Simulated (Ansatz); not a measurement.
# CH2AlFO: a ladder of functionals and wavefunction methods

An exercise on one series of results from a longer session: the logs are not shown, and one member is left open.

Method: functionals in def2-TZVPP, the program's frozen cores in correlated methods; program: Ansatz 0.2.0, Gaussian basis.

Levels to be run: LDA (SPW92), PBE-D4, revPBE-D4, BLYP-D4, r2SCAN-D4, B97M-V, PBE0-D4, B3LYP-D4, r2SCANh-D4, r2SCAN0-D4, HSE06-D4, BHLYP-D4, CAM-B3LYP-D4, LC-ωPBE, ωB97X-V, ωB97M-V, B2PLYP, PBE-QIDH; CCSD(T)/def2-SVP; CCSD(T)/def2-TZVPP; MP2/def2-QZVPP; extrapolation to the limit; RPA on PBE.

### Structure used throughout

The geometry comes from an earlier relaxation with PBE0-D4 in a triple-zeta def2 set; it is a stationary point.

6 atoms, charge 0, spin multiplicity 1.

Atoms are counted from 1 here; the program's logs count them from 0.

Bond lengths: O1–C2 1.211 Å, C2–Al3 2.014 Å, C2–H5 1.117 Å, Al3–F4 1.650 Å, Al3–H6 1.572 Å. Angles: O1–C2–Al3 115.6°, O1–C2–H5 118.6°, Al3–C2–H5 125.9°, C2–Al3–F4 118.7°, C2–Al3–H6 121.3°, F4–Al3–H6 120.0°.

The first run:

The input, in.yaml:

```yaml
crystal:
  periodic: [false, false, false]
  atoms:
    - {symbol: O, position_ang: [-0.178606, 1.892492, -0.276571]}
    - {symbol: C, position_ang: [-0.146478, 0.771723, -0.734561]}
    - {symbol: Al, position_ang: [0.139032, -0.706243, 0.603300]}
    - {symbol: F, position_ang: [0.196012, -2.263575, 0.062592]}
    - {symbol: H, position_ang: [-0.274057, 0.641474, -1.836460]}
    - {symbol: H, position_ang: [0.306297, -0.399971, 2.135702]}
basis:
  gaussian: {orbitals: def2-TZVPP}
hamiltonian: {xc: lda}
output: {orbitals: {seedname: orbitals}}
```

Launch:

```console
> ansatz run in.yaml --threads 2 --pin off --events-out ev --progress --plain --max-ram 4352MiB
```

Steps of the session up to this table: LDA; PBE-D4 (GGA); revPBE-D4 (GGA); BLYP-D4 (GGA); r2SCAN-D4 (meta-GGA); B97M-V (meta-GGA); PBE0-D4 (hybrid); B3LYP-D4 (hybrid); r2SCANh-D4 (hybrid); r2SCAN0-D4 (hybrid); HSE06-D4 (hybrid); BHLYP-D4 (hybrid); CAM-B3LYP-D4 (range-separated); LC-ωPBE (range-separated); ωB97X-V (range-separated); ωB97M-V (range-separated); B2PLYP (double hybrid); PBE-QIDH (double hybrid).

One table of the session follows, with a row left open; its other results are not shown here.

It belongs to the step «Orbital energies across the functionals». 

```
  functional  HOMO (eV)  LUMO (eV)  gap (eV)
 LDA (SPW92)      -5.70      -3.76      1.94
      PBE-D4      -5.55      -3.49      2.06
   revPBE-D4      -5.49      -3.38      2.10
     BLYP-D4      -5.48      -3.36      2.12
   r2SCAN-D4      -5.77      -3.30      2.48
      B97M-V      -5.92      -3.29      2.63
     PBE0-D4          ?          ?         ?
    B3LYP-D4      -6.77      -2.72      4.05
  r2SCANh-D4      -6.31      -2.91      3.40
  r2SCAN0-D4      -7.13      -2.36      4.77
    HSE06-D4      -6.56      -2.85      3.71
    BHLYP-D4      -8.38      -1.50      6.88
CAM-B3LYP-D4      -8.38      -1.38      7.00
     LC-ωPBE      -9.63      -0.17      9.46
     ωB97X-V      -9.33      -0.28      9.05
     ωB97M-V      -9.24      -0.47      8.77
```

**Question.** Estimate the row for PBE0-D4.

The run gave: HOMO (eV): -6.97; LUMO (eV): -2.47; gap (eV): 4.49. In the column «HOMO (eV)» it lies between r2SCAN0-D4 (-7.13) and B3LYP-D4 (-6.77).
